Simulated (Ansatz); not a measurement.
# BN (wurtzite boron nitride): the cost of one run

Method: DFT PBE, scalar-relativistic, plane waves, PAW, in Ansatz 0.2.0.

### Step 1. The starting structure

The structure is hexagonal, space group P6_3mc (No. 186). Conventional cell: a = 2.550 Å, b = 2.550 Å, c = 4.210 Å, α = 90.00°, β = 90.00°, γ = 120.00°. B (site symmetry 3m) is surrounded by 4 N at 1.56 to 1.58 Å. N (site symmetry 3m) has 4 B at 1.56 to 1.58 Å as nearest neighbours.

As a file:

```cif
data_structure
_symmetry_space_group_name_H-M 'P 1'
_symmetry_Int_Tables_number 1
_cell_length_a 2.5500
_cell_length_b 2.5500
_cell_length_c 4.2100
_cell_angle_alpha 90.000
_cell_angle_beta 90.000
_cell_angle_gamma 120.000
_cell_volume 23.71
loop_
_atom_site_label
_atom_site_type_symbol
_atom_site_fract_x
_atom_site_fract_y
_atom_site_fract_z
_atom_site_occupancy
B1 B 0.33333 0.66667 0.00000 1
B2 B 0.66667 0.33333 0.50000 1
N1 N 0.33333 0.66667 0.37450 1
N2 N 0.66667 0.33333 0.87450 1
```

### Step 2. Relaxing cell and atoms: BN (wurtzite boron nitride), no spin

File input.yaml:

```yaml
crystal:
  lattice:
    - [2.55, 0.0, 0.0]
    - [-1.275, 2.2083647797, 0.0]
    - [0.0, 0.0, 4.21]
  atoms:
    - { symbol: B, position: [0.3333333333, 0.6666666667, 0.0] }
    - { symbol: B, position: [0.6666666667, 0.3333333333, 0.5] }
    - { symbol: "N", position: [0.3333333333, 0.6666666667, 0.3745] }
    - { symbol: "N", position: [0.6666666667, 0.3333333333, 0.8745] }
scf:
  occupations: { method: fixed }
output:
  forces: true
  stress: true
  eigenvalues: true
  write_density: true
  write_potential: true
  elf: true
  volumetric_format: npy
hamiltonian:
  xc: pbe
kpoints:
  mp_grid: { grid: [12, 12, 8] }
basis:
  ecutwfc: 600
relax:
  f_tol: 0.002
  max_steps: 60
  cell: { stress_tol: 0.01 }
```

Started as:

```sh
> ansatz run input.yaml --threads 4 --pin off --max-ram 9216MiB --backend cpu --events-out ev --progress --plain --runs-dir out
```

**Question.** How long does this run take on 4 threads of Intel Xeon Platinum 8259CL at 2.50GHz (Skylake/Cascade Lake), shared host, and how much memory does it need?

About 11 s, with a peak of 0.44 GiB.
